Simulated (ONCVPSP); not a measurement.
**An ONCV potential for As, from input to tests**

Task: generate the file, and judge it by its errors in other configurations, its logarithmic derivatives, its ghosts and its cutoff.

Program: ONCVPSP 4.0.1.1 (patched build). Reference atom: PBE, scalar-relativistic, spherical and spin-unpolarised. All values are calculated.

### 1 The atom and the settings

Typed settings, in words:

```
element                 : arsenic (As, Z = 33)
type                    : optimised norm-conserving Vanderbilt (ONCV)
frozen core             : [Ar]
valence charge          : 15
reference configuration : 3d10 4s2 4p1 (charge +2)
partial waves           : 4s: rc 1.60 bohr, ncon 4, nbas 8, qcut 4.7 1/bohr, 2 projectors, debl 0.9 Ha; 4p: rc 1.75 bohr, ncon 4, nbas 8, qcut 4 1/bohr, 2 projectors, debl 0.9 Ha; 3d: rc 0.85 bohr, ncon 4, nbas 8, qcut 22.3 1/bohr, local
local potential         : the d channel
core correction         : Teter function, fcfact 5.5, rcfact 1.65
```

The outer shells as boxes (Hund's rule for the drawing; the calculation is spin-unpolarised):

```
[Ar] core
3d [↑↓][↑↓][↑↓][↑↓][↑↓]
4s [↑↓]
4p [↑ ][  ][  ]
```

An earlier all-electron run gives the scale for the radii.

All-electron outer shells of the reference configuration (PBE, scalar-relativistic, ld1.x):

```tsv
shell	level (eV)	outermost node (bohr)	outermost maximum (bohr)
3s	-211.66	0.25	0.52
3p	-155.03	0.22	0.52
3d	-61.94	–	0.47
4s	-33.45	0.73	1.57
4p	-22.67	0.77	1.83
```

### 2 The generation run

File As.dat:

```
# ATOM AND REFERENCE CONFIGURATION
# atsym  z   nc   nv     iexc    psfile
  As 33.00    5    3        4      upf
#
#   n    l    f
    1    0    2.00
    2    0    2.00
    2    1    6.00
    3    0    2.00
    3    1    6.00
    3    2   10.00
    4    0    2.00
    4    1    1.00
#
# PSEUDOPOTENTIAL AND OPTIMIZATION
# lmax
    2
#
#   l,   rc,      ep,       ncon, nbas, qcut
    0    1.60    0.00    4    8    4.70
    1    1.75    0.00    4    8    4.00
    2    0.85    0.00    4    8   22.30
#
# LOCAL POTENTIAL
# lloc, lpopt,  rc(5),   dvloc0
    2    5    0.85    0.00
#
# VANDERBILT-KLEINMAN-BYLANDER PROJECTORs
# l, nproj, debl
    0    2    0.90
    1    2    0.90
    2    0    2.80
#
# MODEL CORE CHARGE
# icmod, fcfact, rcfact
    3    5.50    1.65
#
# LOG DERIVATIVE ANALYSIS
# epsh1, epsh2, depsh
   -4.00    5.00    0.02
#
# OUTPUT GRID
# rlmax, drl
    6.00    0.01
#
# TEST CONFIGURATIONS
# ncnf
    4
# nvcnf
#   n    l    f
    3
    3    2   10.00
    4    0    2.00
    4    1    3.00
#
    3
    3    2   10.00
    4    0    2.00
    4    1    2.00
#
    3
    3    2   10.00
    4    0    2.00
    4    1    0.00
#
    3
    3    2   10.00
    4    0    1.00
    4    1    4.00
#
```

Launch:

```bash
$ oncvpsp.x < As.dat > As.out
```

Q: Predict the outcome of this session. Wanted: cutoffs for 1 and 0.1 mHa per electron, occupied waves; bound ghosts; GHOST(+) flags; largest test error; largest phase difference near zero energy, channels read; rms error of d²Exc/dn², without and with the model core; projector energies reset by the program.

The runs gave:

```
                                                quantity                             value
  cutoffs for 1 and 0.1 mHa per electron, occupied waves                 169 Ha and 191 Ha
                                            bound ghosts  s at -750.41 eV, p at -254.96 eV
                                          GHOST(+) flags                       s at 109 eV
                            largest test error (AE − PS)         -19 meV, for 3d10 4s2 4p0
largest phase difference near zero energy, channels read                         0.011 rad
 rms error of d²Exc/dn², without and with the model core                 7.37 and 1.82 mHa
                 projector energies reset by the program               s: -1.229, 0.250 Ha
```

A bound ghost (s, p) makes it unfit for use: electrons can fall into a state that the atom doesn't have. By total energies transferability is good: the largest error is 19 meV on 27.7 eV, for 3d10 4s2 4p0. Atomic tests can pass in spite of a ghost, since they solve only for the levels asked. The potential is very hard: the looser tolerance needs 169 Ha. At the looser tolerance the 3d wave is the slowest; 4s needs 10 Ha. Near zero energy the phases of the channels with partial waves agree within 0.011 rad. The program also flags highly localised states, GHOST(+) (s). These are tests on the free atom; a crystal test is still owed.
